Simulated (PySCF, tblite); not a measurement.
# C6H8O: geometry, infrared bands and NMR shifts

What infrared bands and NMR shifts should C6H8O (`O[C@@]12[C@H]3C[C@@H]1[C@@H]2C3`) show?

Computed with tblite 0.8.0 and PySCF 2.14.0, with density-fitted response routines of our own, on a single molecule in the gas phase. Atoms count from 0, in the outputs and in this text.

## (1) The molecule as given

15 atoms, charge 0, multiplicity 1; geometry from: force field or distance geometry start.

Bonds of the start (Å): O0–C1 1.32, C1–C2 1.47, C2–C3 1.51, C3–C4 1.53, C4–C5 1.50, C5–C6 1.52, C4–C1 1.45, C5–C1 1.47, C6–C2 1.50, O0–H7 0.99, C2–H8 1.08, C3–H9 1.11, C3–H10 1.09, C4–H11 1.07, C5–H12 1.08, C6–H13 1.11, C6–H14 1.11.

## (2) Relaxing the molecule with GFN2-xTB

What the job is given:

```
{"job": {"kind": "relax", "xc": "GFN2-xTB", "basis": "xTB"}, "charge": 0, "multiplicity": 1}
O      0.869100    -1.943500     0.112400
C      0.323000    -0.742000     0.153300
C     -0.630900    -0.103400    -0.762800
C     -1.498800     0.133400     0.444700
C     -0.184400     0.087900     1.234800
C      0.931100     0.576100     0.364900
C      0.440800     0.916600    -1.035800
H      1.797300    -2.014900    -0.211700
H     -1.035600    -0.678200    -1.587000
H     -2.209700    -0.678700     0.709000
H     -1.881200     1.154500     0.469600
H     -0.141800    -0.043400     2.291000
H      1.932000     0.775700     0.711200
H      1.185500     0.594900    -1.790100
H      0.099200     1.972900    -1.125500
```

On the command line:

```sh
$ OMP_NUM_THREADS=1 python probes_run.py task.json out
```

This one command runs all jobs of the session in turn.

**Question.** This job is followed by: GFN2-xTB harmonic vibrations, gas phase; GIAO PBE0/pcSseg-1 NMR shielding, non-relativistic, gas phase. What will the session give for the following? strongest single infrared mode (GFN2-xTB); zero-point energy (GFN2-xTB); 13C shifts against TMS (PBE0/pcSseg-1, means over atoms taken as alike); 1H shifts against TMS (PBE0/pcSseg-1, means over atoms taken as alike); 17O shifts against H2O (PBE0/pcSseg-1); surface potential, 1st and 99th percentile.

As calculated:

| quantity | value |
| --- | --- |
| strongest single infrared mode (GFN2-xTB) | 2981 cm⁻¹, 119 km/mol |
| zero-point energy (GFN2-xTB) | 78.3 kcal/mol |
| 13C shifts against TMS (PBE0/pcSseg-1, means over atoms taken as alike) | 84.1, 45.0, 34.5, 26.2 ppm |
| 1H shifts against TMS (PBE0/pcSseg-1, means over atoms taken as alike) | 2.56, 2.33, 1.93, 1.90, 1.45 ppm |
| 17O shifts against H2O (PBE0/pcSseg-1) | 49.5 ppm |
| surface potential, 1st and 99th percentile | -1.47 V and 2.06 V |

In words: The optimisation took 51 steps and gained 1.049 eV; among the close pairs (by a distance rule), C1–C2 changed most, from 1.469 to 1.569 Å. All 39 modes are real, so the xTB geometry is a minimum. The strongest single mode, at 2981 cm⁻¹, moves mainly H10. Unscaled tight-binding wavenumbers are off by several per cent, some by more. Its intensities can rank the bands wrongly. At PBE0/pcSseg-1: The widest tensor belongs to C1: span 78 ppm, with a paramagnetic part of -141 ppm.
